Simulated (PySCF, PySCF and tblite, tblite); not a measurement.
# C5H10Si2: a path driven as a shift of bonds, and NMR exchange

Aim: the barrier and rate of a shift of bonds in C5H10Si2 (`[SiH3]C1([SiH3])C=CC=C1`), and what it does to NMR lines.

Computed with tblite 0.8.0 (tight binding) and PySCF 2.14.0 (DFT, with response routines of our own); each step states its level. Atoms count from 0 throughout.

### Step 1. The molecule as given

17 atoms, charge 0, multiplicity 1; geometry from: force field or distance geometry start.

Bonds of the start (Å): C1–C3 1.53, C1–C6 1.53, C1–Si2 1.89, C3–C4 1.35, C3–H13 1.07, C4–C5 1.43, C4–H14 1.08, C5–C6 1.34, C5–H15 1.09, C6–H16 1.09, Si0–C1 1.89, Si0–H7 1.49, Si0–H8 1.49, Si0–H9 1.48, Si2–H10 1.50, Si2–H11 1.49, Si2–H12 1.49.

### Step 2. GFN2-xTB relaxation, start minimum

What the job is given:

```
{"job": {"xc": "GFN2-xTB", "basis": "xTB", "kind": "relax"}, "charge": 0, "multiplicity": 1}
Si    -1.461000    -1.055200    -0.859400
C     -0.156600     0.012400    -0.001300
Si    -1.212000     1.192500     1.040000
C      0.801500     0.720200    -0.961400
C      2.067100     0.350800    -0.684000
C      2.087600    -0.576500     0.404200
C      0.842900    -0.798100     0.834400
H     -2.343600    -0.218400    -1.721600
H     -2.303600    -1.791700     0.127200
H     -0.831100    -2.071000    -1.728400
H     -2.104500     2.022400     0.166600
H     -2.064000     0.455700     2.021900
H     -0.367600     2.134500     1.819700
H      0.513600     1.402600    -1.736500
H      2.946400     0.703600    -1.211300
H      2.992000    -1.012700     0.820500
H      0.585900    -1.459100     1.659600
```

Started as:

```sh
> OMP_NUM_THREADS=1 python ens_run.py task.json out
```

One launch serves the whole session.

The program printed:

```text
step      E/eV     max force
  0    -522.85055    1.874
  1    -522.94852    0.745
  2    -522.97417    0.486
  3    -522.99173    0.483
  4    -523.01488    0.344
  5    -523.02649    0.317
  6    -523.04086    0.342
  7    -523.05121    0.294
  8    -523.06039    0.265
  9    -523.06520    0.157
 10    -523.06811    0.177
 11    -523.07101    0.143
 12    -523.07548    0.196
 13    -523.08160    0.254
 14    -523.08740    0.203
 15    -523.09080    0.139
 16    -523.09272    0.107
 17    -523.09460    0.112
 18    -523.09723    0.142
 19    -523.10094    0.205
 20    -523.10532    0.204
 21    -523.10912    0.122
 22    -523.11150    0.099
 23    -523.11313    0.100
 24    -523.11470    0.108
 25    -523.11602    0.113
 26    -523.11680    0.074
 27    -523.11715    0.039
 28    -523.11734    0.030
 29    -523.11748    0.023
 30    -523.11756    0.017
 31    -523.11758    0.007
 32    -523.11758    0.005
 33    -523.11758    0.003
 34    -523.11758    0.002
```

Run time: 0.22 s. Hardware: 1 thread of Arm Neoverse V2, shared host.

Gain 0.267 eV; displacement 0.17 Å root mean square.

### Step 3. Relaxed scan, to the middle

What the job is given:

```
{"job": {"xc": "GFN2-xTB", "basis": "xTB", "coordinate": [["d", [0, 1], 1], ["d", [0, 6], -1]], "kind": "drive"}, "charge": 0, "multiplicity": 1}
Si    -1.386708    -1.151402    -0.943787
C     -0.219820     0.011902     0.014273
Si    -1.119827     1.285056     1.110551
C      0.677682     0.708014    -0.927383
C      1.958057     0.358297    -0.678238
C      1.982675    -0.564633     0.413159
C      0.717407    -0.780718     0.832892
H     -2.249446    -0.356319    -1.820394
H     -2.208599    -1.902787     0.007432
H     -0.572470    -2.069914    -1.739304
H     -1.976512     2.125178     0.270860
H     -1.937477     0.579071     2.099404
H     -0.114805     2.107037     1.784095
H      0.327961     1.385342    -1.685806
H      2.833107     0.704025    -1.201303
H      2.878767    -1.002947     0.817789
H      0.403009    -1.423171     1.635850
```

The program printed:

```text
point  coordinate     E/eV
  0     -0.714     -523.09197
  1     -0.553     -523.01937
  2     -0.385     -522.90537
  3     -0.206     -522.78162
  4     -0.011     -522.69489
```

Wall time 1.3 s (1 thread of Arm Neoverse V2, shared host).

The highest point is number 4, 9.2 kcal/mol above the first.

### Step 4. Relaxed scan, from the middle, back

What the job is given:

```
{"job": {"xc": "GFN2-xTB", "basis": "xTB", "coordinate": [["d", [0, 1], 1], ["d", [0, 6], -1]], "kind": "drive"}, "charge": 0, "multiplicity": 1}
Si    -0.964193    -1.242814    -0.677418
C     -0.100070     0.455652     0.172026
Si    -1.352924     1.505884     1.084631
C      0.816747     0.936989    -0.794676
C      1.933141     0.119536    -0.825876
C      1.777076    -0.899218     0.105248
C      0.524375    -0.754325     0.717457
H     -2.192691    -0.585716    -1.160605
H     -1.476651    -2.390270     0.084144
H     -0.144222    -1.619668    -1.818523
H     -2.162403     2.259892     0.125693
H     -2.217480     0.637765     1.889210
H     -0.639583     2.430407     1.968805
H      0.654071     1.806067    -1.407712
H      2.783329     0.245340    -1.473308
H      2.477488    -1.692382     0.298213
H      0.257756    -1.190067     1.664561
```

The program printed:

```text
point  coordinate     E/eV
  0     -0.144     -522.74476
  1     -0.261     -522.81733
  2     -0.369     -522.89167
  3     -0.476     -522.97005
  4     -0.576     -523.03136
  5     -0.676     -523.07894
  6     -0.773     -523.10521
  7     -0.873     -523.11705
```

Run time: 1.6 s. Hardware: 1 thread of Arm Neoverse V2, shared host.

### Step 5. Relaxed scan, from the middle, on

job is that of step 4.

The program printed:

```text
point  coordinate     E/eV
  0      0.115     -522.70599
  1      0.239     -522.76405
  2      0.355     -522.84023
  3      0.467     -522.92814
  4      0.569     -522.99492
  5      0.671     -523.04462
  6      0.771     -523.07555
  7      0.869     -523.08220
```

Wall time 1.5 s (1 thread of Arm Neoverse V2, shared host).

### Step 6. Nudged elastic band, leg 1

What the job is given:

```
{"job": {"xc": "GFN2-xTB", "basis": "xTB", "kind": "neb"}, "charge": 0, "multiplicity": 1}
Si    -1.384699    -1.150691    -0.948981
C     -0.223154     0.014480     0.013577
Si    -1.130043     1.286590     1.105054
C      0.677058     0.710230    -0.925714
C      1.956529     0.358840    -0.674403
C      1.977939    -0.564530     0.416695
C      0.711603    -0.779092     0.834113
H     -2.249853    -0.356377    -1.824008
H     -2.203847    -1.908164    -0.000120
H     -0.565706    -2.063602    -1.746033
H     -1.974978     2.131509     0.258243
H     -1.961117     0.581387     2.083242
H     -0.129200     2.102723     1.791753
H      0.329606     1.387963    -1.684737
H      2.832881     0.703361    -1.196077
H      2.872929    -1.004147     0.822433
H      0.394862    -1.421013     1.636627
```

The program printed:

```text
image   E - E0 / eV
  0       0.0000
  1       0.0402
  2       0.1797
  3       0.4279
  4       0.0884
  5       0.0338
  6       0.0223
```

Run time: 4.1 s. Hardware: 1 thread of Arm Neoverse V2, shared host.

The highest point is number 3, 9.9 kcal/mol above the first.

### Step 7. Saddle search, leg 1

What the job is given:

```
{"job": {"xc": "GFN2-xTB", "basis": "xTB", "kind": "saddle"}, "charge": 0, "multiplicity": 1}
Si    -0.950820    -1.274484    -0.673672
C     -0.111683     0.463702     0.160139
Si    -1.352010     1.540549     1.062443
C      0.829287     0.946210    -0.781964
C      1.933755     0.112547    -0.808396
C      1.753068    -0.910251     0.113808
C      0.501500    -0.743868     0.725234
H     -2.256215    -0.698457    -1.027407
H     -1.316472    -2.522594     0.015639
H     -0.156756    -1.540477    -1.861746
H     -2.158084     2.309369     0.110620
H     -2.225347     0.680816     1.867837
H     -0.632128     2.464015     1.944783
H      0.696364     1.832727    -1.377064
H      2.793441     0.231454    -1.444878
H      2.435356    -1.719443     0.304122
H      0.216744    -1.171814     1.670501
```

The program printed:

```text
step      E/eV     max force
  0    -522.68961   0.0494
  1    -522.69357   0.0359
  2    -522.69366   0.0047
  3    -522.69366   0.0010
lowest wavenumbers (cm-1): -237.2 74.6 138.8 182.8 198.8 206.9
```

It took 3 s on 1 thread of Arm Neoverse V2, shared host; peak memory 0.2 GiB.

Point group C1; 1 imaginary mode, 237i cm⁻¹, carried by Si0, C1, C6. Steps downhill from it reached both ends.

### Step 8. DFT refinement, start: B3LYP-D3(BJ)/def2-SVP

What the job is given:

```
{"job": {"xc": "B3LYP", "basis": "def2-SVP", "kind": "refine"}, "charge": 0, "multiplicity": 1}
Si    -1.386708    -1.151402    -0.943787
C     -0.219820     0.011902     0.014273
Si    -1.119827     1.285056     1.110551
C      0.677682     0.708014    -0.927383
C      1.958057     0.358297    -0.678238
C      1.982675    -0.564633     0.413159
C      0.717407    -0.780718     0.832892
H     -2.249446    -0.356319    -1.820394
H     -2.208599    -1.902787     0.007432
H     -0.572470    -2.069914    -1.739304
H     -1.976512     2.125178     0.270860
H     -1.937477     0.579071     2.099404
H     -0.114805     2.107037     1.784095
H      0.327961     1.385342    -1.685806
H      2.833107     0.704025    -1.201303
H      2.878767    -1.002947     0.817789
H      0.403009    -1.423171     1.635850
```

The program printed:

```text
step      E/eV     max force
  0    -21095.54805   0.6444
  1    -21095.64551   0.1014
  2    -21095.64650   0.0299
  3    -21095.64672   0.0052
```

Run time: 53 s. Hardware: 1 thread of Arm Neoverse V2, shared host; peak memory 0.76 GiB.

The energy fell by 0.099 eV, and the atoms moved 0.04 Å (root mean square).

DFT refinement, saddle of leg 1: B3LYP-D3(BJ)/def2-SVP:

What the job is given:

```
{"job": {"xc": "B3LYP", "basis": "def2-SVP", "kind": "refine"}, "charge": 0, "multiplicity": 1}
Si    -0.946750    -1.290296    -0.669749
C     -0.114396     0.463306     0.158897
Si    -1.349266     1.545394     1.059507
C      0.820128     0.937578    -0.789104
C      1.932013     0.110181    -0.805071
C      1.755466    -0.904519     0.123671
C      0.493577    -0.746924     0.723690
H     -2.260830    -0.700537    -0.962896
H     -1.293982    -2.569788    -0.029093
H     -0.179083    -1.495869    -1.886907
H     -2.122354     2.338782     0.101260
H     -2.252300     0.699608     1.846920
H     -0.614489     2.437734     1.961361
H      0.674247     1.807701    -1.404795
H      2.792959     0.231856    -1.439260
H      2.450998    -1.696581     0.337323
H      0.214061    -1.167623     1.674248
```

The program printed:

```text
step      E/eV     max force
  0    -21094.82588   0.6120
  1    -21094.93924   0.2665
  2    -21094.95767   0.1094
  3    -21094.95883   0.0753
  4    -21094.95927   0.0242
  5    -21094.95936   0.0223
  6    -21094.95932   0.0122
```

It took 97 s on 1 thread of Arm Neoverse V2, shared host; peak memory 0.64 GiB.

The energy fell by 0.133 eV, and the atoms moved 0.09 Å (root mean square).

### Step 9. DFT refinement, end: B3LYP-D3(BJ)/def2-SVP

What the job is given:

```
{"job": {"xc": "B3LYP", "basis": "def2-SVP", "kind": "refine"}, "charge": 0, "multiplicity": 1}
Si    -1.023681    -1.627383    -0.704855
C      0.071138     0.720968     0.303381
Si    -1.355809     1.732674     0.953597
C      1.156893     1.171780    -0.377746
C      2.067778     0.097972    -0.624837
C      1.561865    -1.032831    -0.089825
C      0.224679    -0.748682     0.464772
H     -2.380574    -1.367595    -0.222340
H     -0.755892    -3.067685    -0.654850
H     -0.835734    -1.119578    -2.061279
H     -2.562933     1.529463     0.141141
H     -1.648499     1.324291     2.333422
H     -0.987787     3.149318     0.929059
H      1.329052     2.190503    -0.680131
H      3.007909     0.202528    -1.138202
H      2.014373    -2.008095    -0.082348
H      0.048031    -1.118181     1.472705
```

The program printed:

```text
step      E/eV     max force
  0    -21095.44478   0.9544
  1    -21095.53268   0.3805
  2    -21095.54558   0.0956
  3    -21095.54511   0.1056
  4    -21095.54687   0.0299
  5    -21095.54681   0.0396
  6    -21095.54711   0.0156
  7    -21095.54714   0.0092
```

Wall time 1.8 min (1 thread of Arm Neoverse V2, shared host); peak memory 0.64 GiB.

The energy fell by 0.102 eV, and the atoms moved 0.09 Å (root mean square).

### Step 10. Shieldings, start: PBE0/pcSseg-1 in dichloromethane

What the job is given:

```
{"job": {"kind": "nmr", "xc": "PBE0", "basis": "pcSseg-1", "solvent": "dichloromethane", "pop": false}, "charge": 0, "multiplicity": 1}
Si    -1.395191    -1.140293    -0.933743
C     -0.208028     0.011296     0.013161
Si    -1.130660     1.274683     1.101674
C      0.694288     0.719971    -0.943857
C      1.987191     0.363091    -0.687436
C      2.012057    -0.572162     0.418495
C      0.734539    -0.794304     0.846702
H     -2.286046    -0.332914    -1.816872
H     -2.242981    -1.897356     0.032411
H     -0.596679    -2.089878    -1.755795
H     -2.014327     2.124357     0.251633
H     -1.976813     0.559344     2.100528
H     -0.134038     2.128206     1.804073
H      0.346471     1.408478    -1.715227
H      2.867210     0.720301    -1.224467
H      2.913561    -1.022694     0.836521
H      0.422450    -1.448097     1.662289
```

The program printed:

```text
coarse grid: 14880 points
cycle   1  E = -774.8943579644  dE =  6.646e-01  |g| = 3.552e-01  |ddm| = 3.769e+00
cycle   2  E = -774.8836789727  dE =  1.068e-02  |g| = 4.117e-01  |ddm| = 8.027e-01
cycle   3  E = -774.9287321750  dE = -4.505e-02  |g| = 3.349e-02  |ddm| = 4.612e-01
cycle   4  E = -774.9289737014  dE = -2.415e-04  |g| = 1.184e-02  |ddm| = 4.507e-02
cycle   5  E = -774.9289987417  dE = -2.504e-05  |g| = 5.318e-03  |ddm| = 1.501e-02
cycle   6  E = -774.9290055737  dE = -6.832e-06  |g| = 7.025e-04  |ddm| = 5.311e-03
final grid: 133616 points
cycle   7  E = -774.9697800303  dE = -2.151e-05  |g| = 6.117e-03  |ddm| = 3.419e-02
cycle   8  E = -774.9697748664  dE =  5.164e-06  |g| = 7.581e-03  |ddm| = 1.420e-02
cycle   9  E = -774.9697904079  dE = -1.554e-05  |g| = 4.191e-04  |ddm| = 7.727e-03
cycle  10  E = -774.9697904344  dE = -2.651e-08  |g| = 1.811e-04  |ddm| = 4.659e-04
cycle  11  E = -774.9697904419  dE = -7.532e-09  |g| = 5.700e-05  |ddm| = 1.831e-04
cycle  12  E = -774.9697904426  dE = -6.992e-10  |g| = 1.976e-05  |ddm| = 6.433e-05
converged SCF energy = -774.9697904426

GIAO shielding tensors (ppm)
atom      isotropic    diamagn.    paramagn.     s11        s22        s33       span
  0 Si     412.773     879.152    -466.379    376.090    393.888    468.341     92.251
  1 C      138.382     256.387    -118.005    116.338    143.042    155.765     39.427
  2 Si     412.733     879.153    -466.420    375.946    393.917    468.337     92.390
  3 C       37.539     255.155    -217.616    -66.200     32.012    146.804    213.004
  4 C       44.501     254.351    -209.850    -52.769     38.662    147.610    200.379
  5 C       44.501     254.348    -209.847    -52.771     38.670    147.604    200.375
  6 C       37.540     255.144    -217.603    -66.224     32.014    146.831    213.055
  7 H       26.932      28.908      -1.976     23.508     24.855     32.433      8.925
  8 H       26.932      28.910      -1.978     23.507     24.854     32.435      8.928
  9 H       28.256      28.446      -0.190     24.007     26.322     34.438     10.430
 10 H       26.932      28.912      -1.979     23.507     24.853     32.437      8.930
 11 H       26.931      28.908      -1.977     23.508     24.852     32.433      8.925
 12 H       28.259      28.448      -0.189     24.009     26.328     34.441     10.432
 13 H       24.239      32.234      -7.995     22.727     23.092     26.899      4.171
 14 H       24.007      30.777      -6.770     21.917     23.226     26.879      4.962
 15 H       24.007      30.777      -6.770     21.917     23.226     26.879      4.962
 16 H       24.238      32.232      -7.994     22.727     23.090     26.897      4.170
```

It took 19 s on 1 thread of Arm Neoverse V2, shared host; peak memory 0.95 GiB.

In short: HOMO -6.60 eV, LUMO -0.60 eV; dipole 0.05 D.

[end of part 1 of 3]
